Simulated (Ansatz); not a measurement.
# NiS: the cost of one run

Program: Ansatz 0.2.0, driven from Python. Level of theory: DFT LDA, plane waves, PAW. These are calculated values, not measurements.

## 1. The system

The structure is hexagonal, space group P6_3/mmc (No. 194). Conventional cell: a = 3.425 Å, b = 3.425 Å, c = 5.340 Å, α = 90.00°, β = 90.00°, γ = 120.00°. Ni (site symmetry -3m) is surrounded by 6 S at 2.39 Å and 2 Ni at 2.67 Å. S (site symmetry -6m2) is surrounded by 6 Ni at 2.39 Å.

No structure file is read: the coordinates are typed or built in the script.

## 2. The code

fsm_nis.py reads:

```python
"""Fixed-spin-moment curve of NiS."""

import ansatz as az
from ase import Atoms

atoms = Atoms(
    ["Ni", "Ni", "S", "S"],
    scaled_positions=[
        (0.0, 0.0, 0.0),
        (0.0, 0.0, 0.5),
        (1 / 3, 2 / 3, 0.25),
        (2 / 3, 1 / 3, 0.75),
    ],
    cell=[
        (3.425, 0.0, 0.0),
        (-1.7125, 2.966137, 0.0),
        (0.0, 0.0, 5.34),
    ],
    pbc=True,
)
structure = az.Crystal.from_ase(atoms)

model = (
    structure.calculation()
    .functional(az.Functional.LDA)
    .basis(470)
    .kpoints(density=4.1)
    .occupations("fermi_dirac")
)
# a hard lock holds the total moment, with one Fermi level a spin
rows = []
for total in [0.0, 0.9, 1.8, 2.7, 3.6]:
    rep = model.spin("collinear", total=total, lock="hard").run().report
    up, down = rep["spin_fermi_energies_ev"]
    rows.append((total, rep["free_energy_ev"], up - down, rep["absolute_magnetization_mub"]))
reference = rows[0][1]
rows = [(m, 1000 * (e - reference), split, size) for m, e, split, size in rows]
lines = [",".join(["total muB", "F - F(0) meV", "EF up - down eV", "absolute muB"])] + [",".join(f"{v:.4f}" if isinstance(v, float) else str(v) for v in row) for row in rows]
print("\n".join(lines))
with open("fsm.csv", "w") as handle:
    handle.write("\n".join(lines) + "\n")
best = min(rows, key=lambda row: row[1])
print(f"lowest at {best[0]} muB per cell, {best[1]:.1f} meV against the first point")
```

## 3. Launch

Launch:

```console
python fsm_nis.py
```

**Question.** How long does this script take on 1 thread of Arm Neoverse V2, shared host, and how much memory does it need?

About 44 s, with a peak of 0.49 GiB.
